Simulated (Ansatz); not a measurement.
# AlB2As3: the cost of one run

Computed with Ansatz 0.2.0 (DFT PBE, scalar-relativistic, plane waves, PAW, unless a step's input says otherwise).

### Step 1. The structure to begin with

The structure is tetragonal, space group I-4m2 (No. 119). Conventional cell: a = 3.644 Å, b = 3.644 Å, c = 15.461 Å, α = 90.00°, β = 90.00°, γ = 90.00°. Around Al (site symmetry -4m2) lie 4 As at 2.23 Å. B (site symmetry 2mm) is surrounded by 4 As at 2.23 Å. As (site symmetry 2mm) has 2 Al at 2.23 Å and 2 B at 2.23 Å as nearest neighbours. Around As (site symmetry -4m2) lie 4 B at 2.23 Å.

Coordinates:

```
CELL_PARAMETERS angstrom
-1.82212 1.82212 7.73060
1.82212 -1.82212 7.73060
1.82212 1.82212 -7.73060
ATOMIC_POSITIONS crystal
Al 0.50000 0.50000 0.00000
B 0.83333 0.83333 0.00000
B 0.16667 0.16667 0.00000
As 0.58333 0.08333 0.50000
As 0.25000 0.75000 0.50000
As 0.91667 0.41667 0.50000
```

The start is an ordering of an alloy on its end members' structure types: elements ordered on the sites of the AlAs type, B/Al on Al (I-4m2, No. 119).

### Step 2. The guess as it stands, on a coarse mesh

Input file input.yaml:

```yaml
crystal:
  lattice:
    - [-1.82212103, 1.82212103, 7.7306048]
    - [1.82212103, -1.82212103, 7.7306048]
    - [1.82212103, 1.82212103, -7.7306048]
  atoms:
    - { symbol: Al, position: [0.5, 0.5, 0.0] }
    - { symbol: B, position: [0.83333333, 0.83333333, 0.0] }
    - { symbol: B, position: [0.16666667, 0.16666667, 0.0] }
    - { symbol: As, position: [0.58333333, 0.08333333, 0.5] }
    - { symbol: As, position: [0.25, 0.75, 0.5] }
    - { symbol: As, position: [0.91666667, 0.41666667, 0.5] }
basis:
  ecutwfc: 420
kpoints:
  mp_grid: { grid: [6, 6, 6] }
hamiltonian:
  xc: pbe
scf:
  occupations: { method: gaussian, width: 0.1 }
  lower_state_search: "off"
output:
  forces: true
  stress: true
  eigenvalues: true
```

Launch:

```console
$ ansatz run input.yaml --threads 1 --pin off --max-ram 2560MiB --backend cpu --events-out ev --progress --plain --runs-dir out
```

What time and memory should one allow on 1 thread of AMD EPYC 9R45 (Zen 5), shared host?

About 3.6 s, with a peak of 0.41 GiB.
